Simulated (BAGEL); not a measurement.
# UHF/cc-pVDZ (density fitting with qzvpp-jkfit) run of C2H5OSi (SMILES [CH2][SiH2]C=O)

What is the energy change on altering one bond length of C2H5OSi at UHF/cc-pVDZ (density fitting with qzvpp-jkfit)? 

Program for the calculation: BAGEL 1.2.2.

## Step 1: The structure to begin with

The species is C2H5OSi (9 atoms), meant as a doublet with charge 0. As SMILES, `[CH2][SiH2]C=O`. The shape is that of a GFN2-xTB optimisation.

Bond lengths: C1–Si2 1.823 Å, Si2–C3 1.945 Å, C3–O4 1.199 Å, C1–H5 1.077 Å, C1–H6 1.077 Å, Si2–H7 1.465 Å, Si2–H8 1.459 Å, C3–H9 1.109 Å. Some angles: C1–Si2–C3 101.4°, Si2–C3–O4 123.8°, C1–Si2–H7 114.4°, C1–Si2–H8 115.1°, C3–Si2–H7 104.5°, C3–Si2–H8 106.7°, Si2–C1–H5 122.1°, Si2–C1–H6 122.6°, Si2–C3–H9 116.0°, O4–C3–H9 120.1°.

## Step 2: The energy at UHF/cc-pVDZ (density fitting with qzvpp-jkfit)

Contents of job.json:

```json
{ "bagel" : [

{
  "title" : "molecule",
  "basis" : "cc-pvdz.json",
  "df_basis" : "qzvpp-jkfit",
  "angstrom" : true,
  "geometry" : [
    { "atom" : "C", "xyz" : [      -0.840950,       1.246430,      -0.234980 ] },
    { "atom" : "Si", "xyz" : [      -0.166810,      -0.109440,       0.780320 ] },
    { "atom" : "C", "xyz" : [       0.929090,      -1.054550,      -0.518910 ] },
    { "atom" : "O", "xyz" : [       0.554850,      -2.011410,      -1.136000 ] },
    { "atom" : "H", "xyz" : [      -1.721380,       1.123830,      -0.842990 ] },
    { "atom" : "H", "xyz" : [      -0.305060,       2.164730,      -0.406880 ] },
    { "atom" : "H", "xyz" : [       0.777440,       0.320550,       1.814680 ] },
    { "atom" : "H", "xyz" : [      -1.153120,      -1.065720,       1.271170 ] },
    { "atom" : "H", "xyz" : [       1.925940,      -0.614400,      -0.726420 ] }
  ]
},

{
  "title" : "uhf",
  "nopen" : 1
},

{
  "title" : "print",
  "file" : "orbitals.molden",
  "orbitals" : true
}

]}
```

The basis set cc-pVDZ is read from a file made from the Basis Set Exchange's data (not shown).

On the command line:

```console
BAGEL_NUM_THREADS=1 BAGEL job.json > job.out
```

What it wrote:

```text
* using 1 threads per process

  ===============================================================
  ===============================================================

  *** Geometry ***

  { "atom" : "C", "xyz" : [     -1.589165,      2.355411,     -0.444048 ] },
  { "atom" : "Si", "xyz" : [     -0.315225,     -0.206812,      1.474591 ] },
  { "atom" : "C", "xyz" : [      1.755726,     -1.992811,     -0.980598 ] },
  { "atom" : "O", "xyz" : [      1.048515,     -3.801014,     -2.146729 ] },
  { "atom" : "H", "xyz" : [     -3.252937,      2.123731,     -1.593020 ] },
  { "atom" : "H", "xyz" : [     -0.576480,      4.090747,     -0.768892 ] },
  { "atom" : "H", "xyz" : [      1.469149,      0.605752,      3.429248 ] },
  { "atom" : "H", "xyz" : [     -2.179081,     -2.013919,      2.402163 ] },
  { "atom" : "H", "xyz" : [      3.639499,     -1.161048,     -1.372735 ] },

  Number of auxiliary basis functions:      445

  Since a DF basis is specified, we compute 2- and 3-index integrals:
    o Being stored without compression. Storage requirement is 0.026 GB

  Number of basis functions:       85
  Number of electrons      :       39

    * METHOD: MOLECULE                             0.33

  *** Open-shell HF ***

  === Nuclear Repulsion ===
   146.4129824155

      * DIIS with orbital gradients will be used.

  === UHF iteration (cc-pvdz.json) ===
      0       -442.14831473          0.03015748           0.15
      1       -442.28415585          0.02279431           0.16
      2       -442.32847118          0.01655833           0.16
      3       -442.37564749          0.00222189           0.16
      4       -442.37862395          0.00097347           0.16
      5       -442.37945887          0.00037625           0.16
      6       -442.37965860          0.00012939           0.16
      7       -442.37970931          0.00006652           0.16
      8       -442.37972895          0.00004209           0.16
      9       -442.37974448          0.00002250           0.16
[... 21 lines of this table left out ...]
     31       -442.37976555          0.00000003           0.16
     32       -442.37976555          0.00000002           0.16
     33       -442.37976555          0.00000001           0.16
     34       -442.37976555          0.00000001           0.16
    * SCF iteration converged.

    * S^2 (UHF) is 0.7673

    * Permanent dipole moment:
           (   -0.000288,    -1.075906,    -0.506740) a.u.

    * METHOD: UHF                                  5.73

    * METHOD: PRINT                                0.03

  ===============================================================
```

It took 6.3 s on 1 thread of Arm Neoverse N1, shared host; peak memory 0.11 GiB.

## Step 3: The distorted shape, same level

Contents of job.json:

```json
{ "bagel" : [

{
  "title" : "molecule",
  "basis" : "cc-pvdz.json",
  "df_basis" : "qzvpp-jkfit",
  "angstrom" : true,
  "geometry" : [
    { "atom" : "C", "xyz" : [   -0.051909,    2.011447,   -0.627656 ] },
    { "atom" : "Si", "xyz" : [    0.622231,    0.655577,    0.387644 ] },
    { "atom" : "C", "xyz" : [    1.718131,   -0.289533,   -0.911586 ] },
    { "atom" : "O", "xyz" : [    1.343891,   -1.246393,   -1.528676 ] },
    { "atom" : "H", "xyz" : [   -0.932339,    1.888847,   -1.235666 ] },
    { "atom" : "H", "xyz" : [    0.483981,    2.929747,   -0.799556 ] },
    { "atom" : "H", "xyz" : [    1.566481,    1.085567,    1.422004 ] },
    { "atom" : "H", "xyz" : [   -1.153120,   -1.065720,    1.271170 ] },
    { "atom" : "H", "xyz" : [    2.714981,    0.150617,   -1.119096 ] }
  ]
},
{
  "title" : "uhf",
  "nopen" : 1
},
{
  "title" : "print",
  "file" : "orbitals.molden",
  "orbitals" : true
}

]}
```

The basis set cc-pVDZ is read from a file made from the Basis Set Exchange's data (not shown).

On the command line:

```console
BAGEL_NUM_THREADS=1 BAGEL job.json > job.out
```

What it wrote:

```text
* using 1 threads per process

  ===============================================================
  ===============================================================

  *** Geometry ***

  { "atom" : "C", "xyz" : [     -0.098094,      3.801084,     -1.186098 ] },
  { "atom" : "Si", "xyz" : [      1.175846,      1.238861,      0.732541 ] },
  { "atom" : "C", "xyz" : [      3.246797,     -0.547138,     -1.722648 ] },
  { "atom" : "O", "xyz" : [      2.539586,     -2.355341,     -2.888779 ] },
  { "atom" : "H", "xyz" : [     -1.761865,      3.569404,     -2.335070 ] },
  { "atom" : "H", "xyz" : [      0.914592,      5.536419,     -1.510942 ] },
  { "atom" : "H", "xyz" : [      2.960220,      2.051424,      2.687198 ] },
  { "atom" : "H", "xyz" : [     -2.179081,     -2.013919,      2.402163 ] },
  { "atom" : "H", "xyz" : [      5.130571,      0.284625,     -2.114785 ] },

  Number of auxiliary basis functions:      445

  Since a DF basis is specified, we compute 2- and 3-index integrals:
    o Being stored without compression. Storage requirement is 0.026 GB

  Number of basis functions:       85
  Number of electrons      :       39

    * METHOD: MOLECULE                             0.33

  *** Open-shell HF ***

  === Nuclear Repulsion ===
   143.1572995983

      * DIIS with orbital gradients will be used.

  === UHF iteration (cc-pvdz.json) ===
      0       -441.94449690          0.03291604           0.16
      1       -442.11047679          0.02602693           0.16
      2       -442.18309720          0.01790716           0.16
      3       -442.24314716          0.00284338           0.16
      4       -442.25222763          0.00135504           0.16
      5       -442.26017850          0.00061288           0.16
      6       -442.26529174          0.00042582           0.16
      7       -442.26874800          0.00038219           0.16
      8       -442.27216655          0.00026921           0.16
      9       -442.27311806          0.00015157           0.16
[... 25 lines of this table left out ...]
     35       -442.27342400          0.00000003           0.16
     36       -442.27342400          0.00000002           0.16
     37       -442.27342400          0.00000001           0.16
     38       -442.27342400          0.00000001           0.16
    * SCF iteration converged.

    * S^2 (UHF) is 1.4566

    * Permanent dipole moment:
           (   -0.159848,    -1.123102,    -0.348892) a.u.

    * METHOD: UHF                                  6.40

    * METHOD: PRINT                                0.03

  ===============================================================
```

It took 7.2 s on 1 thread of Arm Neoverse N1, shared host; peak memory 0.11 GiB.

## Step 4: Summary of results

Level: UHF/cc-pVDZ (density fitting with qzvpp-jkfit).

```
                                                          quantity          value
                                         first shape: total energy  -442.37977 Eh
                                        first shape: dipole moment         3.02 D
                                                 first shape: ⟨S²⟩          0.767
                                     distorted shape: total energy  -442.27342 Eh
                                    distorted shape: dipole moment         3.02 D
                                             distorted shape: ⟨S²⟩          1.457
energy change with the Si2–H8 bond stretched from 1.459 to 2.626 Å       2.894 eV
```

In words: With the Si2–H8 bond stretched from 1.459 to 2.626 Å the energy rises by 2.89 eV (279 kJ/mol). The first shape isn't relaxed at this level, so the change isn't measured from a minimum. ⟨S²⟩ (distorted shape) is 1.46 where a pure doublet has 0.75: the reference is spin-contaminated.
